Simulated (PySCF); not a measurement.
# H2OPr (Pr(H2O)3+): the cost of one run

Method: PBE0, Pr lcecp-1-SVP with ECP48, O def2-SVP, H def2-SVP; scalar-relativistic core potentials, no spin–orbit coupling; program: PySCF 2.14.0.

1 further run of the same task is left out (for a known fault of the program).

**1. Starting geometry**

4 atoms, charge 3, spin multiplicity 1.

Bond lengths: Pr1–O2 2.535 Å, O2–H3 0.970 Å, O2–H4 0.970 Å. Angles: Pr1–O2–H3 127.5°, Pr1–O2–H4 127.5°, H3–O2–H4 105.1°.

Geometry (Å):

```xyz
4
charge 3, multiplicity 1
Pr    0.0000    0.0000    0.0000
O     0.0000    0.0000    2.5350
H     0.7700    0.0000    3.1250
H    -0.7700    0.0000    3.1250
```

Formal oxidation states: Pr +3. Each metal's 2 4f electrons lie in its core potential, so multiplicities, spins and levels count the valence alone.

**2. SCF at the start, singlet**

Input file run.py (the lines that set the calculation):

```python
mol = gto.M(atom='''
Pr     0.00000     0.00000     0.00000
O      0.00000     0.00000     2.53500
H      0.77000     0.00000     3.12500
H     -0.77000     0.00000     3.12500''',
    basis={'Pr': 'lcecp-1-SVP', 'O': 'def2-SVP', 'H': 'def2-SVP'},
    ecp={'Pr': 'lcecp-1-SVP'},
    charge=3, spin=0)
mf = dft.RKS(mol, xc='PBE0')
mf.grids.atom_grid = (50, 194)  # f atoms: unpruned, at least (60, 302)
mf = mf.density_fit()  # fitting sets: Pr AutoAux, O def2-universal-JKFIT, H def2-universal-JKFIT
mf.conv_tol = 1e-08; mf.max_cycle = 55
mf.kernel(dm0)  # dm0: free metal ions and neutral atoms
```

The run is started by

```bash
> OMP_NUM_THREADS=2 python run.py
```

What time and memory should one allow on 2 threads of Arm Neoverse V2, shared host?

About 1.6 s, with a peak of 0.33 GiB.
